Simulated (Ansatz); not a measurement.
YS, space group Fm-3m: an equation of state with a fit, run with the Python package of Ansatz (0.2.0).

The script, `eos_ys.py`:
```python
import warnings

import ansatz as az
import numpy as np
from scipy.optimize import curve_fit

VECTORS = np.array([
    [0.0, 2.74365, 2.74365],
    [2.74365, 0.0, 2.74365],
    [2.74365, 2.74365, 0.0],
])
SITES = [
    ("Y", (0.5, 0.5, 0.5)),
    ("S", (0.0, 0.0, 0.0)),
]


def crystal_on(cell):
    crystal = az.Crystal(lattice=az.Lattice.of(cell))
    for symbol, position in SITES:
        crystal = crystal.atom(symbol, position)
    return crystal

def vinet(v, e0, v0, b0, b1):
    eta = (v / v0) ** (1 / 3)
    return e0 + 2 * b0 * v0 / (b1 - 1) ** 2 * (2 - (5 + 3 * b1 * (eta - 1) - 3 * eta) * np.exp(-1.5 * (b1 - 1) * (eta - 1)))


def main() -> None:
    warnings.simplefilter("ignore", az.DeckWarning)

    volumes, energies, pressures = [], [], []
    for scale in np.linspace(0.9, 1.1, 9):
        cell = VECTORS * scale ** (1 / 3)
        setup = (
            crystal_on(cell).calculation()
            .functional("lda")
            .pseudopotentials("paw")
            .basis(21 * az.Ha)
            .occupations("cold", width=0.15)
            .kpoints(7, 7, 7)
            .stress()
        )
        data = setup.run(threads=1, pin="off").report
        volumes.append(abs(np.linalg.det(cell)) / len(SITES))
        energies.append(data["free_energy_ev"] / len(SITES))
        pressures.append(np.trace(data["stress_gpa"]) / 3)
        print(f"V = {volumes[-1]:8.4f} A^3/atom  F = {energies[-1]:.5f} eV/atom  P = {pressures[-1]:8.3f} GPa")

    guess = (min(energies), volumes[int(np.argmin(energies))], 0.5, 4.5)
    (e0, v0, b0, b1), _ = curve_fit(vinet, np.array(volumes), np.array(energies), p0=guess, maxfev=20000)
    print(f"Vinet fit: V0 = {v0:.4f} A^3/atom, B0 = {160.21766 * b0:.1f} GPa, B1 = {b1:.2f}")
    print("largest residual", round(1000 * float(np.abs(vinet(np.array(volumes), e0, v0, b0, b1) - energies).max()), 3), "meV/atom")


if __name__ == "__main__":
    main()
```

Estimate the equilibrium volume and the bulk modulus.

A third-order Birch-Murnaghan fit through the 9 points (the script's own form differs a little) has its minimum at 19.88 Å³ an atom, 3.7 % below the typed cell, with a bulk modulus of 110 GPa and dB/dP = 4.4. From that minimum the energy rises by 32.7 meV an atom on the compressed side and 109.3 meV on the expanded side.

The run itself:

```console
$ python eos_ys.py
V =  18.5878 A^3/atom  F = -2309.72063 eV/atom  P =    8.587 GPa
V =  19.1042 A^3/atom  F = -2309.74207 eV/atom  P =    4.805 GPa
V =  19.6205 A^3/atom  F = -2309.75213 eV/atom  P =    1.513 GPa
V =  20.1368 A^3/atom  F = -2309.75228 eV/atom  P =   -1.353 GPa
V =  20.6531 A^3/atom  F = -2309.74381 eV/atom  P =   -3.848 GPa
V =  21.1695 A^3/atom  F = -2309.72783 eV/atom  P =   -6.018 GPa
V =  21.6858 A^3/atom  F = -2309.70532 eV/atom  P =   -7.906 GPa
V =  22.2021 A^3/atom  F = -2309.67714 eV/atom  P =   -9.545 GPa
V =  22.7185 A^3/atom  F = -2309.64404 eV/atom  P =  -10.965 GPa
Vinet fit: V0 = 19.8845 A^3/atom, B0 = 110.1 GPa, B1 = 4.31
largest residual 0.007 meV/atom
```

What to keep in mind:
- Absolute energies stand on the zero of these potentials, so only differences at equal settings mean something.
- No spin polarisation was allowed.
- The mesh is modest for a metal, so energies can be off by several to tens of meV an atom and pressures by half a GPa or more; differences at equal mesh fare better.
- Pressure is positive in compression.
- The structure is a deposited one; some such entries were measured under pressure or heat, so a shift against it needn't be the functional's error alone.
- Cost: about 4 core-seconds.

(Lines on the test bed's own set-up are left out of the output.)
